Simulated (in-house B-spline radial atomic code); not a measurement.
# Pr⁴⁷⁺: ionisation energy by several methods

How far do functionals differ on the ionisation energy of Pr⁴⁷⁺? Each run solves Pr⁴⁷⁺ and then the next ion ([Ne] 3s1).

Method: Dirac-Coulomb, several functionals; spherical all-electron atom at the radial basis limit. Code: in-house B-spline radial atomic code version 1.

### 1 The system

```
element       : praseodymium (Z = 59)
charge        : +47
electrons     : 12
configuration : [Ne] 3s2
nucleus       : Fermi, rms radius 4.892 fm
```

Outer shells as boxes (Hund's rule):

[Ne] 3s2
```
[Ne] core
3s [↑↓]
```

### 2 BP86

Settings of the run:

```ini
Z = 59
electrons = 12.0
configuration = [Ne] 3s2
hamiltonian = dirac
method = b88,p86
spin_polarised = False
nucleus = fermi
rms_radius = 4.8919
mass_number = 141
atomic_mass = 140.907659604
speed_of_light = 137.035999084
```

### 3 LDA (VWN5)

The settings differ from step 2 so:

```diff
@@ -4,3 +4,3 @@
 hamiltonian = dirac
-method = b88,p86
+method = lda,vwn
 spin_polarised = False
```

### 4 PBEsol

The settings differ from step 3 so:

```diff
@@ -4,3 +4,3 @@
 hamiltonian = dirac
-method = lda,vwn
+method = pbesol
 spin_polarised = False
```

Before running: The tabulated ionisation energy is 4030 ± 4 eV (tabulated theoretical; NIST Atomic Spectra Database). What does each method give, and which comes nearest?

The runs gave:

| method | rung | total energy (hartree) | ΔSCF (eV) | with Breit, QED, recoil (eV) | −ε highest (eV) | corrected ΔSCF less tabulated (eV) |
| --- | --- | --- | --- | --- | --- | --- |
| LDA (VWN5) | LDA | -7035.8877 | 4044.86 | 4040.02 | 3998.99 (3s1/2) | +10.02 |
| BP86 | GGA | -7043.8621 | 4046.58 | 4041.74 | 4001.00 (3s1/2) | +11.74 |
| PBEsol | GGA | -7039.7329 | 4044.58 | 4039.74 | 3999.07 (3s1/2) | +9.74 |

What this shows: Against the tabulated ionisation energy, 4030 ± 4 eV (tabulated theoretical; NIST Atomic Spectra Database), the best here is PBEsol (+9.74 eV) and the worst BP86 (+11.74 eV, or 0.29 %). All methods miss on the same side by much the same amount, which points to something that they share. Open shells are averaged (over orientations, and over spins where the run is restricted), while tables refer to the lowest levels.

Members of this set that are not shown: 1 used exact exchange with fractional occupations of an open shell, which is unsound here.
